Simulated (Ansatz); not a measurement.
# HfSi3: the cost of one run

Computed with Ansatz 0.2.0 (DFT PBEsol, scalar-relativistic, plane waves, PAW, unless a step's input says otherwise).

## 1. The system as given

Symmetry: Pm-3m, No. 221, cubic system. Conventional cell: a = 4.024 Å, b = 4.024 Å, c = 4.024 Å, α = 90.00°, β = 90.00°, γ = 90.00°. Hf (site symmetry m-3m) has 12 Si at 2.85 Å as nearest neighbours. Si (site symmetry 4/mmm) has 4 Hf at 2.85 Å and 8 Si at 2.85 Å as nearest neighbours.

Coordinates:

```xyz
4
Lattice="4.0242 0.0000 0.0000 0.0000 4.0242 0.0000 0.0000 0.0000 4.0242" Properties=species:S:1:pos:R:3 pbc="T T T"
Hf    0.0000    0.0000    0.0000
Si    0.0000    2.0121    2.0121
Si    2.0121    2.0121    0.0000
Si    2.0121    0.0000    2.0121
```

## 2. The first run

Contents of input.yaml:

```yaml
crystal:
  lattice:
    - [4.0242279553, 0.0, 0.0]
    - [0.0, 4.0242279553, 0.0]
    - [0.0, 0.0, 4.0242279553]
  atoms:
    - { symbol: Hf, position: [0.0, 0.0, 0.0] }
    - { symbol: Si, position: [0.0, 0.5, 0.5] }
    - { symbol: Si, position: [0.5, 0.5, 0.0] }
    - { symbol: Si, position: [0.5, 0.0, 0.5] }
basis:
  ecutwfc: 420
  ecutrho_ratio: 4
kpoints:
  mp_grid: { grid: [8, 8, 8] }
hamiltonian:
  xc: pbesol
scf:
  occupations: { method: gaussian, width: 0.05 }
output:
  forces: true
  stress: true
  eigenvalues: true
```

What time and memory should one allow on 4 threads of an Arm CPU, shared host?

About 1.7 s, with a peak of 0.38 GiB.
